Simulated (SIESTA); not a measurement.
Input of a SIESTA 5.4.2 run:

Contents of Ta5C4.fdf:

```
SystemName                      Ta5C4
SystemLabel                     Ta5C4
NumberOfSpecies                 2
NumberOfAtoms                   9
%block ChemicalSpeciesLabel
  1  73 Ta
  2   6 C
%endblock ChemicalSpeciesLabel

LatticeConstant                 1.0 Ang
%block LatticeVectors
     3.1494536034     0.0000000000     0.0000000000
    -1.5747268017     2.7275068286     0.0000000000
     0.0000000000     0.0000000000    25.2860723959
%endblock LatticeVectors
AtomicCoordinatesFormat         Ang
%block AtomicCoordinatesAndAtomicSpecies
     1.5747268017     0.9091689429     7.5000000000  1
     0.0000000000     0.0000000000     8.7857590495  2
     0.0000000000     1.8183378857    10.0715180990  1
     1.5747268017     0.9091689429    11.3572771485  2
     0.0000000000     0.0000000000    12.6430361979  1
     0.0000000000     1.8183378857    13.9287952474  2
     1.5747268017     0.9091689429    15.2145542969  1
     0.0000000000     0.0000000000    16.5003133464  2
     0.0000000000     1.8183378857    17.7860723959  1
%endblock AtomicCoordinatesAndAtomicSpecies

%block kgrid.MonkhorstPack
    7   0   0  0.0
    0   7   0  0.0
    0   0   1  0.0
%endblock kgrid.MonkhorstPack
XC.Functional                   GGA
XC.Authors                      PBE
PAO.BasisSize                   DZ
PAO.EnergyShift                 0.003 Ry
Mesh.Cutoff                     800 Ry
OccupationFunction              FD
ElectronicTemperature           0.05 eV
Slab.DipoleCorrection           vacuum
MaxSCFIterations                120
SCF.MustConverge                false
SCF.Mixer.Method                Pulay
SCF.Mixer.Weight                0.25
SCF.Mixer.History               8
SCF.DM.Tolerance                5.0e-05
SCF.H.Tolerance                 1.0e-03 eV
WriteForces                     true
Charge.Mulliken                 end
%block PAO.Basis
  Ta 4
  n=5 0 2
    3.138 0.000
  n=6 0 2
    7.733 0.000
  n=5 1 2
    3.782 0.000
  n=5 2 2
    7.181 0.000
%endblock PAO.Basis
```

Potentials or basis: PseudoDojo 0.4 standard (PBE files), DZ (energy shift 0.003 Ry; two zetas on semicore shells).

Launch:

```console
$ siesta < Ta5C4.fdf > Ta5C4.out 2>&1
```

(1) Estimate the largest force.

(2) What does it give for the band gap on the k mesh?

## Answers

(1) 1.399 eV/Å.

(2) none (metal or under the smearing width).

Caveat: the basis has no polarisation orbitals; the basis of atomic orbitals isn't converged, which shifts pressures, moduli and gaps.
